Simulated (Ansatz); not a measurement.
I need a comparison of enthalpies under pressure of two structures of Hf. Use Ansatz 0.2.0 through its Python package. Level of theory (first run): r2SCAN, PAW, cutoff 600 eV, 10×10×10 k-points, Fermi-Dirac smearing of 0.1 eV.

`hf_transition.py`
```python
import warnings

import ansatz as az
import numpy as np
from tabulate import tabulate


def fcc(first, a):
    return (
        az.Lattice.fcc(a)
        .space_group(225)
        .atom(first, (0, 0, 0))
        .primitive()
    )


def bcc(first, a):
    return (
        az.Lattice.bcc(a)
        .space_group(229)
        .atom(first, (0, 0, 0))
        .primitive()
    )


def compute(name, crystal, pressure=0.0):
    calc = (
        crystal.calculation()
        .functional('r2scan')
        .accuracy('low')
        .scf(tolerance=1e-07, extra_bands=12)
        .basis(600)
        .kpoints(spacing=0.26)
        .occupations('fermi_dirac', width=0.1)
    )
    calc = calc.relax(force_tolerance=0.02, cell=True, pressure=pressure)
    return calc.run(threads=1)


def volume_per_atom(outcome):
    return abs(np.linalg.det(outcome.lattice.cell_ang)) / len(outcome.lattice.sites)

warnings.simplefilter('ignore', az.DeckWarning)

phases = {}
phases['fcc'] = fcc('Hf', 4.47)
phases['bcc'] = bcc('Hf', 3.55)

pressures = [0, 5, 10, 20]
enthalpy, volume = {name: [] for name in phases}, {name: [] for name in phases}
for p in pressures:
    for name, crystal in phases.items():
        o = compute(name, crystal, pressure=p)
        volume[name].append(volume_per_atom(o))
        enthalpy[name].append(o.report['energy_sigma0_ev'] / len(o.lattice.sites) + p * volume[name][-1] / 160.21766)
gap = np.array(enthalpy['bcc']) - np.array(enthalpy['fcc'])
rows = [(p, va, vb, 1000 * d) for p, va, vb, d in zip(pressures, volume['fcc'], volume['bcc'], gap)]
print(tabulate(rows, headers=['P (GPa)', 'V fcc (A^3/atom)', 'V bcc (A^3/atom)', 'H(bcc) - H(fcc) (meV/atom)'], floatfmt='.4f', tablefmt='simple'))
crossings = [p0 - g0 * (p1 - p0) / (g1 - g0) for p0, p1, g0, g1 in zip(pressures, pressures[1:], gap, gap[1:]) if g0 * g1 < 0]
print('crossing near', [round(float(p), 1) for p in crossings], 'GPa') if crossings else print('no crossing in this range')
```

```console
$ python hf_transition.py
  P (GPa)    V fcc (A^3/atom)    V bcc (A^3/atom)    H(bcc) - H(fcc) (meV/atom)
---------  ------------------  ------------------  ----------------------------
        0             22.4658             22.2400                      118.8476
        5             21.4568             21.2437                      111.5399
       10             20.6146             20.3939                      104.9797
       20             19.2834             18.9911                       89.2938
no crossing in this range
```

Notes:
- These settings explore the input space; cutoff and mesh may be short of convergence.
- Spin is left out of this run.
- At a fixed pressure a relaxation lowers the enthalpy F + PV, while F alone can rise.
- For the metals among these phases the mesh is modest: differences between phases can be off by up to 40 meV an atom.
- The program warned that this SCF threshold is loose for forces or stresses.
- Spin-orbit coupling, which matters for elements this heavy, is left out.
- Only these two structures are compared, at zero temperature and with their symmetry kept; either may be hypothetical, and another phase may be lower than both. Differences under about 40 meV an atom lie within the error of mesh and functional.
- The cells are prototypes set up for this calculation and needn't exist.
- The script silences the warnings on its input, which a real study should read.
- Hardware and time: 97 s on 1 thread of Arm Neoverse V2, on a shared host, peak memory 0.46 GiB.

(Lines on the test bed's own set-up are left out of the output.)
